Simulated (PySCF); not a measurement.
**CaO: from the state search to spectroscopic constants**

One table from this session's results is given with a row withheld; the runs are named, their logs left out.

Method: Ca x2c-TZVPPall, O x2c-TZVPPall, spin-free X2C with a Gaussian nucleus; program: PySCF 2.14.0.

Set-up of the first run:

A driver script around PySCF takes these settings:

```yaml
atoms: Ca, O
charge: 0
basis: Ca x2c-TZVPPall, O x2c-TZVPPall
Hamiltonian: spin-free X2C with a Gaussian nucleus
basis_functions: 67
electrons_treated: 28
masses_in_u: 39.9626, 15.9949
levels: PBE0, PBE, r²SCAN, BP86, r²SCANh, BHandHLYP, B3LYP, ωB97X, HF, MP2, SCS-MP2, CCSD, CCSD(T)
grid: 80 radial by 434 angular points
occupations: held fixed by the projection of orbital angular momentum
dissociation_limit: Ca + O, each in its ground configuration
starting_distance_in_angstrom: 2.190
values_of_2S_to_try: 0, 2
```

Started as:

```sh
$ OMP_NUM_THREADS=1 python dia.py task.json out
```

Steps of the session up to this table: Set-up; First curve: PBE0; Higher solutions at PBE0; PBE (GGA); r²SCAN; BP86 (GGA); r²SCANh; BHandHLYP; B3LYP (global hybrid GGA); ωB97X (range-separated hybrid); RHF (mean field); Correlated methods on the Hartree–Fock reference.

One of the session's tables, all rows but one given; the rest of the session is left out.

Energy (eV) from each level's lowest point:

| R (Å) | RHF | RHF-MP2 | RHF-SCS-MP2 | RHF-CCSD | RHF-CCSD(T) |
| --- | --- | --- | --- | --- | --- |
| 1.555 | 1.424 | 1.542 | 1.570 | n/a | n/a |
| 1.627 | 0.697 | 0.809 | 0.828 | 0.798 | 0.948 |
| 1.700 | 0.254 | 0.353 | 0.363 | 0.340 | 0.467 |
| 1.754 | 0.074 | 0.149 | 0.155 | 0.137 | 0.241 |
| 1.808 | 0.000 | 0.039 | 0.040 | 0.030 | 0.101 |
| 1.862 | 0.014 | 0.000 | 0.000 | 0.000 | 0.027 |
| 1.935 | 0.142 | 0.032 | 0.033 | 0.055 | 0.000 |
| 2.025 | ? | ? | ? | ? | ? |
| 2.133 | 0.889 | 0.332 | 0.347 | 0.538 | 0.161 |
| 2.278 | 1.534 | 0.554 | 0.509 | n/a | n/a |

Estimate the missing values for R (Å) = 2.025.

Worked estimate for «RHF». A straight line through the neighbours (1.935, 0.142) and (2.133, 0.889) gives 0.142 + (0.889 − 0.142) × (2.025 − 1.935) / (2.133 − 1.935) = 0.482; a parabola fitted to 4 rows on both sides gives 0.457.

**Answer.** RHF: 0.430; RHF-MP2: 0.155; RHF-SCS-MP2: 0.161; RHF-CCSD: 0.233; RHF-CCSD(T): 0.037. In «RHF» the line misses by +0.052 and the parabola by +0.027.

State 2 has its PBE0 minimum 0.78 eV higher. The other levels ran on the lowest alone.
